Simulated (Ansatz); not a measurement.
AlFH₂OTe, SMILES [OH][Al]([F])[TeH]: an atomisation energy, run with the Python package of Ansatz (0.2.0).

`tae_alfh2ote.py`:
```python
from collections import Counter

import ansatz as az
from ase import Atoms


def total_energy(molecule, charge=0, unpaired=0):
    calc = (
        molecule.calculation()
        .basis(gaussian='def2-SVPD')
        .functional('PBE')
    )
    if charge:
        calc = calc.charge(charge)
    if unpaired:
        calc = calc.spin('collinear', total=unpaired)
    report = calc.run().report
    if report['published_state_doubts']:
        print('  doubts:', report['published_state_doubts'])
    return report['free_energy_ev']


def main() -> None:
    atoms = Atoms(['O', 'Al', 'F', 'Te', 'H', 'H'], positions=[
        (1.43, -0.3812, -1.2269),
        (0.2189, -0.6233, 0.1539),
        (0.7871, -1.3507, 1.6741),
        (-2.2116, 0.0681, -0.0815),
        (1.7373, 0.5683, -1.1012),
        (-1.9197, 1.6547, 0.5355),
    ])
    molecule = az.Crystal.molecule_from_ase(atoms)

    unpaired = {'O': 2, 'Al': 1, 'F': 1, 'Te': 2, 'H': 1}
    counts = Counter(site.symbol for site in molecule.cartesian_sites)
    atom_energy = {s: total_energy(az.Crystal.molecule().atom(s, (0, 0, 0)), 0, unpaired[s]) for s in counts}
    whole = total_energy(molecule, 0, 0)
    for s, e in atom_energy.items():
        print(f'{s:2s} x{counts[s]}  {e:14.5f} eV')
    print(f'AlFH2OTe: {whole:.5f} eV')
    split = sum(counts[s] * e for s, e in atom_energy.items()) - whole
    print(f'atomisation energy (no zero-point term): {23.060548 * split:.1f} kcal/mol, {split / sum(counts.values()):.3f} eV an atom')


if __name__ == '__main__':
    main()
```

What does it cost to take this molecule apart into atoms?

477.1 kcal/mol from the electronic energies, without the zero-point term.

What the script printed:

```console
$ python tae_alfh2ote.py
O  x1     -2038.79174 eV
Al x1     -6589.03081 eV
F  x1     -2709.00056 eV
Te x1     -7291.70102 eV
H  x2       -13.56840 eV
AlFH2OTe: -18676.34852 eV
atomisation energy (no zero-point term): 477.1 kcal/mol, 3.448 eV an atom
```

Notes:
- Total energies depend on the basis set; only differences at equal settings carry meaning.
- The geometry is a force-field or estimated start, not a minimum of this method, and the basis set is short of its limit. All parts are taken at fixed geometry, without zero-point energy.
- def2 sets replace the cores of elements past krypton by effective core potentials.
- This functional overbinds, so such energies come out a few per cent too high (LDA far more).
- The spin-orbit lowering of heavy atoms is left out.
- Wall time of the script: 6.2 s on 1 thread of Arm Neoverse V1, with other jobs on the host, peak memory 0.22 GiB.
